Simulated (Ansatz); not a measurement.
# AlBrFHS: up Jacob's ladder to CCSD(T)

The task here is to estimate one member of a computed series from the others.

Method: functionals in def2-TZVPP, the program's frozen cores in correlated methods; program: Ansatz 0.2.0, Gaussian basis.

Levels to be run: LDA (SPW92), PBE-D4, revPBE-D4, BLYP-D4, r2SCAN-D4, B97M-V, PBE0-D4, B3LYP-D4, r2SCANh-D4, r2SCAN0-D4, HSE06-D4, BHLYP-D4, CAM-B3LYP-D4, LC-ωPBE, ωB97X-V, ωB97M-V, B2PLYP, PBE-QIDH; CCSD(T)/def2-SVP; CCSD(T)/def2-TZVPP; CCSD(T)/def2-QZVPP; extrapolation to the limit.

## The relaxed structure

An earlier PBE0-D4 in a triple-zeta def2 set relaxation fixed the geometry.

5 atoms, charge 0, spin multiplicity 1.

Atoms are counted from 1 here; the program's logs count them from 0.

Bond lengths: F1–Al2 1.638 Å, Al2–S3 2.156 Å, Al2–Br4 2.234 Å, S3–H5 1.345 Å. Angles: F1–Al2–S3 118.1°, F1–Al2–Br4 119.2°, S3–Al2–Br4 122.7°, Al2–S3–H5 91.8°.

The first run:

Contents of in.yaml:

```yaml
crystal:
  periodic: [false, false, false]
  atoms:
    - {symbol: F, position_ang: [-1.042532, -1.676990, 0.953929]}
    - {symbol: Al, position_ang: [-0.409288, -0.412688, 0.127467]}
    - {symbol: S, position_ang: [1.580433, 0.241914, 0.640275]}
    - {symbol: Br, position_ang: [-1.625628, 0.560814, -1.473383]}
    - {symbol: H, position_ang: [1.546916, 1.213250, -0.289687]}
basis:
  gaussian: {orbitals: def2-TZVPP}
hamiltonian: {xc: lda}
output: {orbitals: {seedname: orbitals}}
```

The run is started by

```bash
$ ansatz run in.yaml --threads 2 --pin off --events-out ev --progress --plain --max-ram 32768MiB --backend cpu
```

Among the steps run: LDA; PBE-D4 (GGA); revPBE-D4 (GGA); BLYP-D4 (GGA); r2SCAN-D4 (meta-GGA); B97M-V (meta-GGA); B3LYP-D4 (hybrid); r2SCANh-D4 (hybrid); r2SCAN0-D4 (hybrid); HSE06-D4 (hybrid); BHLYP-D4 (hybrid); CAM-B3LYP-D4 (range-separated); LC-ωPBE (range-separated); ωB97X-V (range-separated); ωB97M-V (range-separated); B2PLYP (double hybrid); PBE-QIDH (double hybrid).

One table of the session follows, with a row left open; its other results are not shown here.

It belongs to the step «Orbital energies across the functionals». 

| functional | HOMO (eV) | gap (eV) |
| --- | --- | --- |
| LDA (SPW92) | -7.20 | 4.92 |
| PBE-D4 | -7.05 | 5.07 |
| revPBE-D4 | -6.99 | 5.16 |
| BLYP-D4 | -6.86 | 4.95 |
| r2SCAN-D4 | -7.35 | 5.80 |
| B97M-V | -7.39 | 5.72 |
| PBE0-D4 | -8.29 | 7.14 |
| B3LYP-D4 | -8.01 | 6.60 |
| r2SCANh-D4 | -7.80 | 6.52 |
| r2SCAN0-D4 | -8.48 | 7.58 |
| HSE06-D4 | -7.88 | 6.37 |
| BHLYP-D4 | -9.34 | 9.00 |
| CAM-B3LYP-D4 | -9.59 | 9.36 |
| LC-ωPBE | -11.03 | 12.05 |
| ωB97X-V | -10.64 | 11.50 |
| ωB97M-V | ? | ? |

**Question.** Estimate the row for ωB97M-V.

The run gave: HOMO (eV): -10.46; gap (eV): 11.02. In the column «HOMO (eV)» it lies between ωB97X-V (-10.64) and CAM-B3LYP-D4 (-9.59).
